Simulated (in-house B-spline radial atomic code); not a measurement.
# Ta⁶⁺: excited configurations

Wanted: excitation energies of Ta⁶⁺ as differences of total energies (ΔSCF).

The numbers are computed with in-house B-spline radial atomic code version 1 (Dirac-Hartree-Fock, average of configuration, Fermi nucleus, basis-set limit), except any that are marked as measured or tabulated.

### Step 1. Starting point

| Quantity | Value |
| --- | --- |
| element | tantalum (Z = 73) |
| charge | +6 |
| electrons | 67 |
| configuration | [Xe] 4f13 |
| Hamiltonian | Dirac-Coulomb |
| nucleus | Fermi, rms radius 5.351 fm |

Outer shells as boxes (Hund's rule):

[Xe] 4f13
```
[Xe] core
4f [↑↓][↑↓][↑↓][↑↓][↑↓][↑↓][↑ ]
```

The boxes draw the filling by Hund's rule, which heavy ions in jj coupling don't follow; these runs average over all states of the configuration.

Input settings:

```ini
Z = 73
electrons = 67.0
configuration = [Xe] 4f13
hamiltonian = dirac
method = hf
spin_polarised = False
nucleus = fermi
rms_radius = 5.3507
mass_number = 181
atomic_mass = 180.947998528
speed_of_light = 137.035999084
```

From the earlier run of the reference: total energy -15608.696882 hartree. Levels, eight at most:

| orbital | occupation | energy (eV) | <r> (bohr) |
| --- | --- | --- | --- |
| 4p3/2 | 4 | -514.44 | 0.4954 |
| 4d3/2 | 4 | -347.44 | 0.5147 |
| 4d5/2 | 6 | -335.24 | 0.5257 |
| 5s1/2 | 2 | -165.08 | 1.076 |
| 5p1/2 | 2 | -130.59 | 1.160 |
| 4f5/2 | 5.57143 | -126.50 | 0.5976 |
| 4f7/2 | 7.42857 | -124.29 | 0.6057 |
| 5p3/2 | 4 | -119.95 | 1.237 |

### Step 2. Configuration [Kr] 4d10 4f13 5s2 5p5 7d1

The settings differ from step 1 so:

```diff
@@ -2,3 +2,3 @@
 electrons = 67.0
-configuration = [Xe] 4f13
+configuration = [Kr] 4d10 4f13 5s2 5p5 7d1
 hamiltonian = dirac
```

The program writes no log. Results of the run, from its result record (rounded, main fields):

```text
{
  "status": "converged",
  "scf [iteration, energy, orbital gradient]": [
    [1, -15592.4074965, 0.622],
    [2, -15598.0544163, 0.71],
    [3, -15605.0308285, 0.0874],
    [4, -15605.1225029, 0.034],
    [5, -15605.1314138, 0.00396],
    [6, -15605.1315973, 0.00148],
    [7, -15605.131616, 0.000354],
    [8, -15605.1316194, 0.000128],
    [9, -15605.1316196, 3.94e-06],
    [10, -15605.1316196, 9.7e-08]
  ],
  "energy [hartree]": {"total": -15605.1316196, "kinetic": 17508.1685781, "nuclear": -38682.3212826, "coulomb": 5875.08273806, "exact_exchange": -306.061653063},
  "breit [hartree]": {"gaunt": 18.33021, "retardation": -1.940448, "frequency_dependence": -0.311139},
  "qed [hartree]": {"self_energy": 13.2949, "uehling": -2.457541, "wichmann_kroll": 0.09560144},
  "recoil [hartree]": 0.02935369,
  "total_with_corrections [hartree]": -15578.0906813,
  "orbitals [hartree, bohr; first row names the columns]": [
    ["name", "occ", "eps", "<r>"],
    ["1s1/2", 2.0, -2496.7902, 0.018662],
    ["2s1/2", 2.0, -437.00284, 0.078289],
    ["2p1/2", 2.0, -416.86884, 0.064952],
    ["2p3/2", 4.0, -370.09399, 0.072752],
    ["3s1/2", 2.0, -105.2165, 0.20381],
    ["3p1/2", 2.0, -96.303835, 0.19409],
    ["3p3/2", 4.0, -86.073933, 0.20846],
    ["3d3/2", 4.0, -71.235379, 0.18299],
    ["3d5/2", 6.0, -69.030876, 0.18743],
    ["4s1/2", 2.0, -25.538431, 0.45824],
    ["4p1/2", 2.0, -21.814581, 0.46493],
    ["4p3/2", 4.0, -19.425298, 0.49584],
    ["4d3/2", 4.0, -13.291576, 0.51425],
    ["4d5/2", 6.0, -12.843525, 0.52522],
    ["4f5/2", 5.5714, -5.1673053, 0.59362],
    ["4f7/2", 7.4286, -5.0863174, 0.60138],
    ["5s1/2", 2.0, -6.4720189, 1.0639],
    ["5p1/2", 1.6667, -5.2379372, 1.1426],
    ["5p3/2", 3.3333, -4.8362878, 1.2154],
    ["7d3/2", 0.4, -0.94909833, 5.1898],
    ["7d5/2", 0.6, -0.94189974, 5.2322]
  ],
  "sum_r [bohr^k]": {"-1": 529.9219, "1": 34.21246, "2": 52.63148},
  "energy_minus_base [hartree]": 3.56526208,
  "energy_minus_base_with_corrections [hartree]": 3.56029321
}
```

Wall time 1.1 s (1 thread, shared host).

energy_minus_base is the energy less that of the reference run.

### Step 3. [Xe] 4f12 5d1

The settings differ from step 2 so:

```diff
@@ -2,3 +2,3 @@
 electrons = 67.0
-configuration = [Kr] 4d10 4f13 5s2 5p5 7d1
+configuration = [Xe] 4f12 5d1
 hamiltonian = dirac
```

From the record:

```text
{
  "status": "converged",
  "scf [iteration, energy, orbital gradient]": [
    [1, -15592.8558344, 0.653],
    [2, -15599.4836407, 0.685],
    [3, -15607.105829, 0.0953],
    [4, -15607.2461346, 0.0349],
    [5, -15607.2576383, 0.00372],
    [6, -15607.2579928, 0.00259],
    [7, -15607.2580831, 0.000237],
    [8, -15607.258084, 0.000119],
    [9, -15607.2580843, 2.6e-06],
    [10, -15607.2580843, 1.02e-07]
  ],
  "energy [hartree]": {"total": -15607.2580843, "kinetic": 17511.2120821, "nuclear": -38694.345449, "coulomb": 5881.40937578, "exact_exchange": -305.534093076},
  "breit [hartree]": {"gaunt": 18.34339, "retardation": -1.942622, "frequency_dependence": -0.3114934},
  "qed [hartree]": {"self_energy": 13.29623, "uehling": -2.457638, "wichmann_kroll": 0.09560568},
  "recoil [hartree]": 0.02936968,
  "total_with_corrections [hartree]": -15580.205248,
  "orbitals [hartree, bohr; first row names the columns]": [
    ["name", "occ", "eps", "<r>"],
    ["1s1/2", 2.0, -2496.6385, 0.018663],
    ["2s1/2", 2.0, -436.90871, 0.078294],
    ["2p1/2", 2.0, -416.76428, 0.064957],
    ["2p3/2", 4.0, -369.99648, 0.072758],
    ["3s1/2", 2.0, -105.19437, 0.20383],
    ["3p1/2", 2.0, -96.278227, 0.1941],
    ["3p3/2", 4.0, -86.05129, 0.20846],
    ["3d3/2", 4.0, -71.199617, 0.183],
    ["3d5/2", 6.0, -68.99707, 0.18744],
    ["4s1/2", 2.0, -25.473048, 0.45723],
    ["4p1/2", 2.0, -21.743039, 0.46328],
    ["4p3/2", 4.0, -19.338514, 0.49374],
    ["4d3/2", 4.0, -13.178247, 0.51175],
    ["4d5/2", 6.0, -12.725853, 0.52249],
    ["5s1/2", 2.0, -6.2793494, 1.0608],
    ["5p1/2", 2.0, -4.9920206, 1.1409],
    ["5p3/2", 4.0, -4.5823821, 1.2157],
    ["4f5/2", 5.1429, -5.0615126, 0.5833],
    ["4f7/2", 6.8571, -4.9784229, 0.59052],
    ["5d3/2", 0.4, -2.9744916, 1.4912],
    ["5d5/2", 0.6, -2.9297824, 1.5192]
  ],
  "sum_r [bohr^k]": {"-1": 530.0866, "1": 30.92231, "2": 25.69096},
  "energy_minus_base [hartree]": 1.43879737,
  "energy_minus_base_with_corrections [hartree]": 1.44572651
}
```

Run time: 0.97 s. Hardware: 1 thread, shared host.

### Step 4. Run with [Kr] 4d10 4f13 5s2 5p5 5f1

The settings differ from step 3 so:

```diff
@@ -2,3 +2,3 @@
 electrons = 67.0
-configuration = [Xe] 4f12 5d1
+configuration = [Kr] 4d10 4f13 5s2 5p5 5f1
 hamiltonian = dirac
```

From the record:

```text
{
  "status": "converged",
  "scf [iteration, energy, orbital gradient]": [
    [1, -15593.4875947, 0.616],
    [2, -15598.0401398, 0.714],
    [3, -15605.5791823, 0.0851],
    [4, -15605.7135975, 0.0284],
    [5, -15605.7267054, 0.00572],
    [6, -15605.7269924, 0.000187],
    [7, -15605.7269936, 6.01e-05],
    [8, -15605.7269936, 4.75e-05],
    [9, -15605.7269936, 1.44e-06],
    [10, -15605.7269936, 2.11e-07]
  ],
  "energy [hartree]": {"total": -15605.7269936, "kinetic": 17508.72838, "nuclear": -38696.602822, "coulomb": 5888.23439472, "exact_exchange": -306.086946309},
  "breit [hartree]": {"gaunt": 18.32962, "retardation": -1.940357, "frequency_dependence": -0.3111285},
  "qed [hartree]": {"self_energy": 13.29483, "uehling": -2.457533, "wichmann_kroll": 0.09560114},
  "recoil [hartree]": 0.02935552,
  "total_with_corrections [hartree]": -15578.6866042,
  "orbitals [hartree, bohr; first row names the columns]": [
    ["name", "occ", "eps", "<r>"],
    ["1s1/2", 2.0, -2496.594, 0.018662],
    ["2s1/2", 2.0, -436.8042, 0.078289],
    ["2p1/2", 2.0, -416.67075, 0.064952],
    ["2p3/2", 4.0, -369.89554, 0.072752],
    ["3s1/2", 2.0, -105.0142, 0.20381],
    ["3p1/2", 2.0, -96.101785, 0.19409],
    ["3p3/2", 4.0, -85.871749, 0.20846],
    ["3d3/2", 4.0, -71.033728, 0.18299],
    ["3d5/2", 6.0, -68.829154, 0.18743],
    ["4s1/2", 2.0, -25.338158, 0.45827],
    ["4p1/2", 2.0, -21.614517, 0.46497],
    ["4p3/2", 4.0, -19.225688, 0.49588],
    ["4d3/2", 4.0, -13.092348, 0.51431],
    ["4d5/2", 6.0, -12.644421, 0.52529],
    ["4f5/2", 5.5714, -4.9695621, 0.59383],
    ["4f7/2", 7.4286, -4.8886856, 0.6016],
    ["5s1/2", 2.0, -6.2763728, 1.0651],
    ["5p1/2", 1.6667, -5.0444735, 1.1451],
    ["5p3/2", 3.3333, -4.6445822, 1.2188],
    ["5f5/2", 0.42857, -1.5423344, 2.5316],
    ["5f7/2", 0.57143, -1.5399138, 2.5391]
  ],
  "sum_r [bohr^k]": {"-1": 530.1176, "1": 31.55479, "2": 29.49929},
  "energy_minus_base [hartree]": 2.96988799,
  "energy_minus_base_with_corrections [hartree]": 2.96437032
}
```

It took 1.1 s on 1 thread, shared host.

### Step 5. Configuration [Kr] 4d9 4f13 5s2 5p6 6p1

The settings differ from step 4 so:

```diff
@@ -2,3 +2,3 @@
 electrons = 67.0
-configuration = [Kr] 4d10 4f13 5s2 5p5 5f1
+configuration = [Kr] 4d9 4f13 5s2 5p6 6p1
 hamiltonian = dirac
```

From the record:

```text
{
  "status": "converged",
  "scf [iteration, energy, orbital gradient]": [
    [1, -15582.5636739, 0.677],
    [2, -15589.636291, 0.721],
    [3, -15598.3314131, 0.106],
    [4, -15598.4916053, 0.0371],
    [5, -15598.5040806, 0.00445],
    [6, -15598.5044866, 0.00265],
    [7, -15598.5045837, 0.000314],
    [8, -15598.5045845, 9.97e-05],
    [9, -15598.5045846, 2.67e-06],
    [10, -15598.5045846, 7.27e-08]
  ],
  "energy [hartree]": {"total": -15598.5045846, "kinetic": 17502.3640759, "nuclear": -38656.8149385, "coulomb": 5860.20716454, "exact_exchange": -304.260886605},
  "breit [hartree]": {"gaunt": 18.32645, "retardation": -1.939918, "frequency_dependence": -0.3116275},
  "qed [hartree]": {"self_energy": 13.2973, "uehling": -2.457847, "wichmann_kroll": 0.09561389},
  "recoil [hartree]": 0.02938112,
  "total_with_corrections [hartree]": -15571.4652249,
  "orbitals [hartree, bohr; first row names the columns]": [
    ["name", "occ", "eps", "<r>"],
    ["1s1/2", 2.0, -2497.1647, 0.018663],
    ["2s1/2", 2.0, -437.39061, 0.078285],
    ["2p1/2", 2.0, -417.26008, 0.064948],
    ["2p3/2", 4.0, -370.48274, 0.072746],
    ["3s1/2", 2.0, -105.52086, 0.20376],
    ["3p1/2", 2.0, -96.615248, 0.19402],
    ["3p3/2", 4.0, -86.378809, 0.20837],
    ["3d3/2", 4.0, -71.545114, 0.18312],
    ["3d5/2", 6.0, -69.338787, 0.18757],
    ["4s1/2", 2.0, -25.713538, 0.45701],
    ["4p1/2", 2.0, -21.96806, 0.46303],
    ["4p3/2", 4.0, -19.56274, 0.49349],
    ["4d3/2", 3.6, -13.472515, 0.51101],
    ["4d5/2", 5.4, -13.020616, 0.52165],
    ["4f5/2", 5.5714, -5.2915987, 0.58096],
    ["4f7/2", 7.4286, -5.2079208, 0.58805],
    ["5s1/2", 2.0, -6.4870067, 1.0527],
    ["5p1/2", 2.0, -5.1795398, 1.1291],
    ["5p3/2", 4.0, -4.7594495, 1.2018],
    ["6p1/2", 0.33333, -2.0879956, 2.4806],
    ["6p3/2", 0.66667, -2.0000357, 2.5944]
  ],
  "sum_r [bohr^k]": {"-1": 529.5725, "1": 31.90484, "2": 30.12887},
  "energy_minus_base [hartree]": 10.192297,
  "energy_minus_base_with_corrections [hartree]": 10.1857496
}
```

It took 1.1 s on 1 thread, shared host.

### Step 6. Run with [Xe] 4f12 6g1

The settings differ from step 5 so:

```diff
@@ -2,3 +2,3 @@
 electrons = 67.0
-configuration = [Kr] 4d9 4f13 5s2 5p6 6p1
+configuration = [Xe] 4f12 6g1
 hamiltonian = dirac
```

From the record:

```text
{
  "status": "converged",
  "scf [iteration, energy, orbital gradient]": [
    [1, -15590.2581518, 0.662],
    [2, -15597.8763177, 0.663],
    [3, -15604.8501722, 0.097],
    [4, -15605.0007408, 0.0372],
    [5, -15605.0109099, 0.00526],
    [6, -15605.0113051, 0.0039],
    [7, -15605.0115158, 0.000338],
    [8, -15605.0115169, 0.000115],
    [9, -15605.0115171, 3.19e-06],
    [10, -15605.0115171, 6.55e-08]
  ],
  "energy [hartree]": {"total": -15605.0115171, "kinetic": 17509.0844864, "nuclear": -38659.9735242, "coulomb": 5851.12926332, "exact_exchange": -305.251742626},
  "breit [hartree]": {"gaunt": 18.34305, "retardation": -1.942523, "frequency_dependence": -0.3115504},
  "qed [hartree]": {"self_energy": 13.29671, "uehling": -2.45771, "wichmann_kroll": 0.09560849},
  "recoil [hartree]": 0.02937019,
  "total_with_corrections [hartree]": -15577.9585596,
  "orbitals [hartree, bohr; first row names the columns]": [
    ["name", "occ", "eps", "<r>"],
    ["1s1/2", 2.0, -2497.1135, 0.018663],
    ["2s1/2", 2.0, -437.38561, 0.078294],
    ["2p1/2", 2.0, -417.24139, 0.064956],
    ["2p3/2", 4.0, -370.47338, 0.072757],
    ["3s1/2", 2.0, -105.66118, 0.20382],
    ["3p1/2", 2.0, -96.745657, 0.19409],
    ["3p3/2", 4.0, -86.517948, 0.20845],
    ["3d3/2", 4.0, -71.667069, 0.183],
    ["3d5/2", 6.0, -69.464301, 0.18743],
    ["4s1/2", 2.0, -25.932483, 0.45719],
    ["4p1/2", 2.0, -22.201703, 0.46323],
    ["4p3/2", 4.0, -19.797078, 0.49366],
    ["4d3/2", 4.0, -13.633979, 0.51164],
    ["4d5/2", 6.0, -13.181496, 0.52236],
    ["5s1/2", 2.0, -6.694881, 1.0528],
    ["5p1/2", 2.0, -5.3863313, 1.1285],
    ["5p3/2", 4.0, -4.9658034, 1.2002],
    ["4f5/2", 5.1429, -5.5163417, 0.58113],
    ["4f7/2", 6.8571, -5.4331529, 0.58822],
    ["6g7/2", 0.44444, -0.68707253, 6.1698],
    ["6g9/2", 0.55556, -0.68721875, 6.1676]
  ],
  "sum_r [bohr^k]": {"-1": 529.6158, "1": 35.4515, "2": 65.80855},
  "energy_minus_base [hartree]": 3.68536457,
  "energy_minus_base_with_corrections [hartree]": 3.69241484
}
```

Wall time 1.2 s (1 thread, shared host).

### Step 7. Configuration [Kr] 4d9 4f13 5s2 5p6 7f1

The settings differ from step 6 so:

```diff
@@ -2,3 +2,3 @@
 electrons = 67.0
-configuration = [Xe] 4f12 6g1
+configuration = [Kr] 4d9 4f13 5s2 5p6 7f1
 hamiltonian = dirac
```

From the record:

```text
{
  "status": "converged",
  "scf [iteration, energy, orbital gradient]": [
    [1, -15581.0174462, 0.68],
    [2, -15588.7350315, 0.719],
    [3, -15596.9921602, 0.103],
    [4, -15597.150237, 0.0393],
    [5, -15597.1614467, 0.00459],
    [6, -15597.1617856, 0.0032],
    [7, -15597.161922, 0.000215],
    [8, -15597.1619228, 0.00013],
    [9, -15597.161923, 3.4e-06],
    [10, -15597.161923, 6.94e-08]
  ],
  "energy [hartree]": {"total": -15597.161923, "kinetic": 17500.9176452, "nuclear": -38638.0165386, "coulomb": 5844.14910634, "exact_exchange": -304.212135885},
  "breit [hartree]": {"gaunt": 18.3247, "retardation": -1.93964, "frequency_dependence": -0.3115732},
  "qed [hartree]": {"self_energy": 13.29721, "uehling": -2.457849, "wichmann_kroll": 0.09561388},
  "recoil [hartree]": 0.02937862,
  "total_with_corrections [hartree]": -15570.1240736,
  "orbitals [hartree, bohr; first row names the columns]": [
    ["name", "occ", "eps", "<r>"],
    ["1s1/2", 2.0, -2497.4208, 0.018663],
    ["2s1/2", 2.0, -437.6406, 0.078285],
    ["2p1/2", 2.0, -417.51091, 0.064948],
    ["2p3/2", 4.0, -370.73297, 0.072746],
    ["3s1/2", 2.0, -105.76536, 0.20376],
    ["3p1/2", 2.0, -96.859756, 0.19402],
    ["3p3/2", 4.0, -86.623097, 0.20837],
    ["3d3/2", 4.0, -71.7906, 0.18312],
    ["3d5/2", 6.0, -69.584176, 0.18757],
    ["4s1/2", 2.0, -25.95586, 0.45701],
    ["4p1/2", 2.0, -22.210066, 0.46304],
    ["4p3/2", 4.0, -19.804704, 0.49348],
    ["4d3/2", 3.6, -13.71528, 0.51093],
    ["4d5/2", 5.4, -13.263356, 0.52157],
    ["4f5/2", 5.5714, -5.5338202, 0.58044],
    ["4f7/2", 7.4286, -5.4501293, 0.58748],
    ["5s1/2", 2.0, -6.7164826, 1.0519],
    ["5p1/2", 2.0, -5.4068166, 1.1275],
    ["5p3/2", 4.0, -4.9850526, 1.1993],
    ["7f5/2", 0.42857, -0.68647995, 6.7972],
    ["7f7/2", 0.57143, -0.68546248, 6.8106]
  ],
  "sum_r [bohr^k]": {"-1": 529.315, "1": 36.13022, "2": 75.29876},
  "energy_minus_base [hartree]": 11.5349586,
  "energy_minus_base_with_corrections [hartree]": 11.5269008
}
```

It took 1.1 s on 1 thread, shared host.

### Step 8. The excitation energies

| net move | configuration | energy above the reference (eV) | with Breit, QED, recoil (eV) | largest <r> (bohr) |
| --- | --- | --- | --- | --- |
| 4f → 5d | [Xe] 4f12 5d1 | 39.152 | 39.340 | 1.52 |
| 5p → 5f | [Kr] 4d10 4f13 5s2 5p5 5f1 | 80.815 | 80.665 | 2.54 |
| 5p → 7d | [Kr] 4d10 4f13 5s2 5p5 7d1 | 97.016 | 96.881 | 5.23 |
| 4f → 6g | [Xe] 4f12 6g1 | 100.28 | 100.48 | 6.17 |
| 4d → 6p | [Kr] 4d9 4f13 5s2 5p6 6p1 | 277.35 | 277.17 | 2.59 |
| 4d → 7f | [Kr] 4d9 4f13 5s2 5p6 7f1 | 313.88 | 313.66 | 6.81 |

Quantum defects of the promoted electron, δ = n − ζ/√(−2ε) with ζ = 7 and ε its orbital energy in hartree:

| promotion | δ |
| --- | --- |
| 5p → 7d | 1.908 |
| 4f → 6g | 0.029 |
| 4d → 6p | 2.525 |
| 4d → 7f | 1.023 |

The lowest of them is 4f → 5d at 39.152 eV and the highest 4d → 7f at 313.88 eV. Koopmans' estimate of the ionisation threshold is 119.95 eV; 2 configurations exceed it by over 2 % and could autoionise. Of those tabulated, the defect is largest for 6p (2.53) and least for 6g (0.03): low angular momentum penetrates the core, high angular momentum stays outside it. Two partly filled shells share a symmetry and can mix in the average, which may lower the energy, for: 5p → 5f; 4d → 7f. These are averages over configurations, without correlation, not spectroscopic levels.
